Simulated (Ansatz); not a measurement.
# AsBeH2: the cost of one run

Computed with Ansatz 0.2.0, Gaussian basis. Level: def2-QZVPP, all electrons in the functionals, frozen cores in the correlation of double hybrids and RPA.

The runs, in order: PBE, BLYP, r2SCAN, B97M-V, PBE0, B3LYP, wB97M-V, B2PLYP, at charge 0, doublet; charge 0, quartet; charge 1, singlet; charge 1, triplet.

8 further runs of the same task are left out: 8 set aside as unsound or not needed.

## 1. The geometry

The geometry is a PBE0/def2-TZVP stationary point (not a proven minimum). No spin-orbit coupling is included. The filled d shell of As may be among the frozen orbitals whatever the setting's name suggests; the logs give the count.

4 atoms, charge 0, spin multiplicity 2.

Atoms are counted from 1 here; the program's logs count them from 0.

Bond lengths: As1–Be2 2.181 Å, As1–H3 1.528 Å, As1–H4 1.528 Å. Angles: Be2–As1–H3 87.5°, Be2–As1–H4 87.5°, H3–As1–H4 91.7°.

No dispersion term is added; B97M-V, wB97M-V hold VV10 nonlocal correlation. B3LYP takes the VWN-RPA correlation.

The geometry shown and the zero of energy belong to the point charge 0, doublet. The yardstick, RCCSD(T), and other wave-function levels (R restricted, U unrestricted, valence and pair active spaces) come from earlier runs.

## 2. PBE, charge 0, doublet

in.yaml

```yaml
crystal:
  periodic: [false, false, false]
  atoms:
    - {symbol: As, position_ang: [-0.030138, 0.000000, 0.229659]}
    - {symbol: Be, position_ang: [0.019414, -0.000001, -1.950829]}
    - {symbol: H, position_ang: [1.033296, -1.095836, 0.185931]}
    - {symbol: H, position_ang: [1.033299, 1.095833, 0.185930]}
basis:
  gaussian: {orbitals: "def2-QZVPP.json"}
magnetization: {spin_polarized: true, initial_magnetization: 1}
hamiltonian: {xc: {name: PBE}}
output: {orbitals: {seedname: orbitals}}
```

Run with:

```console
> ansatz run in.yaml --threads 1 --pin off --events-out ev --progress --plain --max-ram 2393MiB
```

**Question.** How long does this run take on 1 thread of Arm Neoverse V1, shared host?

About 4.9 s.
